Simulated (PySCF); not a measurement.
# C10H11F3O2: the cost of one run

Programs: PySCF 2.14.0, with density-fitted response routines of our own. Each step states its level of theory. These are calculated values for one molecule in the gas phase, unless marked as measured. Atoms are numbered from 0 throughout.

## Step 1: The molecule as given

26 atoms, charge 0, multiplicity 1; geometry from: GFN2-xTB.

Bonds of the start (Å): C0–O1 1.41, O1–C2 1.36, C2–C3 1.40, C3–C4 1.38, C4–C5 1.39, C5–C6 1.51, C6–O7 1.41, C6–C8 1.54, C8–C9 1.51, C9–F10 1.34, C9–F11 1.34, C9–F12 1.34, C5–C13 1.39, C13–C14 1.38, C14–C2 1.39, C0–H15 1.09, C0–H16 1.09, C0–H17 1.09, C3–H18 1.08, C4–H19 1.08, C6–H20 1.10, O7–H21 0.96, C8–H22 1.09, C8–H23 1.09, C13–H24 1.08, C14–H25 1.08.

## Step 2: Geometry optimisation at PBE0-D3(BJ)/def2-SVP

Job settings and geometry (Å):

```
{"job": {"xc": "PBE0", "basis": "def2-SVP", "d3": "d3bj", "grid": 1, "kind": "geom"}, "charge": 0, "multiplicity": 1}
C      4.809400     0.900000     0.034970
O      3.723780     1.210620    -0.804900
C      2.564650     0.516900    -0.657480
C      1.516780     0.895430    -1.499630
C      0.298550     0.257060    -1.431440
C      0.092620    -0.772380    -0.520060
C     -1.245730    -1.467730    -0.420310
O     -1.118750    -2.869830    -0.294100
C     -2.019480    -1.014040     0.830570
C     -2.359010     0.458510     0.812060
F     -2.924120     0.850410    -0.340990
F     -3.234570     0.771400     1.783120
F     -1.296920     1.253850     1.003700
C      1.135720    -1.151460     0.310740
C      2.365320    -0.520580     0.247190
H      4.558170     1.054700     1.088830
H      5.151040    -0.129840    -0.111110
H      5.605900     1.585710    -0.249000
H      1.686050     1.698200    -2.198970
H     -0.504360     0.564210    -2.085360
H     -1.847740    -1.227130    -1.312270
H     -0.541990    -3.191370    -0.995110
H     -1.423430    -1.217440     1.721130
H     -2.951030    -1.579220     0.893070
H      0.986930    -1.959840     1.012370
H      3.153570    -0.843110     0.908750
```

**Question.** How long does this first job take on 8 threads of Intel Xeon at 2.50GHz (Skylake/Cascade Lake), shared host?

About 8.7 min.
